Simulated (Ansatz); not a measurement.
Write a Python script for the Python package of Ansatz (0.2.0) that makes a convergence test of the plane-wave cutoff of SiC, space group P6_3mc. Use (first run): PBE, PAW, cutoff 250 eV, 12×12×4 k-points, fixed occupations. The script varies cutoff (eV): 250, 350, 450, 550.

```xyz
4
Lattice="3.0760 0.0000 0.0000 -1.5380 2.6639 0.0000 0.0000 0.0000 5.0480" Properties=species:S:1:pos:R:3 pbc="T T T"
Si    0.0000    1.7759    0.0000
Si    1.5380    0.8880    2.5240
C     0.0000    1.7759    1.9435
C     1.5380    0.8880    4.4675
```

Script `sic_ecut.py`:
```python
"""Cutoff test for SiC."""

import csv
import warnings

import ansatz as az

FUNCTIONAL = "pbe"
KMESH = (12, 12, 4)
SMEARING = "Fixed"


def main() -> None:
    warnings.simplefilter("ignore", az.DeckWarning)

    lattice = az.Lattice.of(
        (3.076, 0.0, 0.0),
        (-1.538, 2.66389, 0.0),
        (0.0, 0.0, 5.048),
    )
    sites = [
        ("Si", (1 / 3, 2 / 3, 0.0)),
        ("Si", (2 / 3, 1 / 3, 0.5)),
        ("C", (1 / 3, 2 / 3, 0.385)),
        ("C", (2 / 3, 1 / 3, 0.885)),
    ]
    xtal = az.Crystal(lattice=lattice)
    for symbol, position in sites:
        xtal = xtal.atom(symbol, position)

    job = xtal.calculation()
    job = job.functional(FUNCTIONAL)
    job = job.kpoints(*KMESH, center="gamma")
    job = job.occupations(SMEARING)

    rows = []
    for value in [250, 350, 450, 550]:
        summary = job.basis(value).run(threads=1, backend="cpu").report
        rows.append((value, summary["free_energy_ev"] / len(summary["lattice"]["sites"]), summary["n_iterations"], summary["n_pw"]))

    with open("ecut.csv", "w", newline="") as handle:
        writer = csv.writer(handle)
        writer.writerow(["cutoff (eV)", "F/atom (eV)", "iterations", "plane waves"])
        writer.writerows([round(v, 5) if isinstance(v, float) else v for v in row] for row in rows)

    # the last row is the reference
    for row in rows[:-1]:
        shift = 1000 * (row[1] - rows[-1][1])
        print(f"{row[0]}: {shift:+.2f} meV/atom" + ("  (within 2 meV)" if abs(shift) < 2 else ""))


if __name__ == "__main__":
    main()
```

```console
$ python sic_ecut.py
250: +263.28 meV/atom
350: +17.93 meV/atom
450: +0.31 meV/atom  (within 2 meV)
```

It writes `ecut.csv`:
```csv
cutoff (eV),F/atom (eV),iterations,plane waves
250,-443.30488,6,373
350,-443.55024,6,615
450,-443.56786,6,893
550,-443.56817,6,1189
```

From 450 eV on it stays within 2 meV an atom of the value at 550 eV; the first row (250 eV) is off by 263.3 meV and the last but one by 0.31 meV. The energy falls steadily, as expected when plane waves are added.

Caveats:
- The structure is a deposited one; some such entries were measured under pressure or heat, so a shift against it needn't be the functional's error alone.
- Shifts are counted from the last row, which is itself no proven limit.
- The script silences the warnings on its input, which a real study should read.
- Hardware and time: 7.5 s on 1 thread of Intel(R) Xeon(R) Processor @ 2.30GHz, on a shared host, peak memory 0.5 GiB.
